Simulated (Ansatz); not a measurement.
# O: pressure up to the limit of the methods

An exercise on one series of results from a longer session: the logs are not shown, and one member is left open.

Method: DFT LDA, with the methods named in each step, in Ansatz 0.2.0.

## The structure to begin with

The structure is cubic, space group Fm-3m (No. 225). The conventional cell has a = 3.530 Å, b = 3.530 Å, c = 3.530 Å, α = 90.00°, β = 90.00°, γ = 90.00°. Around O (site symmetry m-3m) lie 12 O at 2.50 Å.

Coordinates:

```
CELL_PARAMETERS angstrom
0.00000 1.76517 1.76517
1.76517 0.00000 1.76517
1.76517 1.76517 0.00000
ATOMIC_POSITIONS crystal
O 0.00000 0.00000 0.00000
```

Whether this phase is the stable one at these pressures isn't tested.

Set-up of the first run:

input.yaml

```yaml
crystal:
  lattice:
    - [0.0, 1.7651741677, 1.7651741677]
    - [1.7651741677, 0.0, 1.7651741677]
    - [1.7651741677, 1.7651741677, 0.0]
  atoms:
    - { symbol: O, position: [0.0, 0.0, 0.0] }
kpoints:
  mp_grid: { grid: [18, 18, 18] }
scf:
  occupations: { method: fermi_dirac, width: 0.08 }
hamiltonian:
  xc: lda
  pseudopotentials: { kind: paw }
output:
  forces: true
  stress: true
relax:
  f_tol: 0.005
  max_steps: 40
  cell: {}
```

Launch:

```sh
ansatz run input.yaml --threads 1 --pin off --max-ram 2048MiB --backend cpu --events-out ev --progress --plain --runs-dir out
```

Among the steps run: Cell relaxed at zero pressure, PAW; More of the same log: cell relaxed at zero pressure; Volume scaled by 1, PAW; Volume scaled by 0.9, PAW; Volume scaled by 0.8, PAW; Volume scaled by 0.7, PAW; Volume scaled by 0.6, PAW; Volume scaled by 0.5, PAW; Volume scaled by 0.4, PAW; Volume scaled by 0.4, PAW (core large).

One of the session's tables, all rows but one given; the rest of the session is left out.

 The rows PAW, 0.4 and PAW (core large), 0.4 agree to the last digit and may rest on the same set-up.

| method | volume over the first | volume (Å³/atom) | pressure (GPa) |
| --- | --- | --- | --- |
| PAW | 1 | 7.207 | -0.01 |
| PAW | 0.9 | ? | ? |
| PAW | 0.8 | 5.766 | 72.83 |
| PAW | 0.7 | 5.045 | 154.25 |
| PAW | 0.6 | 4.324 | 305.00 |
| PAW | 0.5 | 3.604 | 599.95 |
| PAW | 0.4 | 2.883 | 1224.99 |
| PAW (core large) | 0.4 | 2.883 | 1224.99 |

Q: Estimate the row for PAW, 0.9 from the others.

As computed: volume (Å³/atom): 6.486; pressure (GPa): 26.56. In the column «volume (Å³/atom)» it lies between PAW, 0.8 (5.766) and PAW, 1 (7.207).
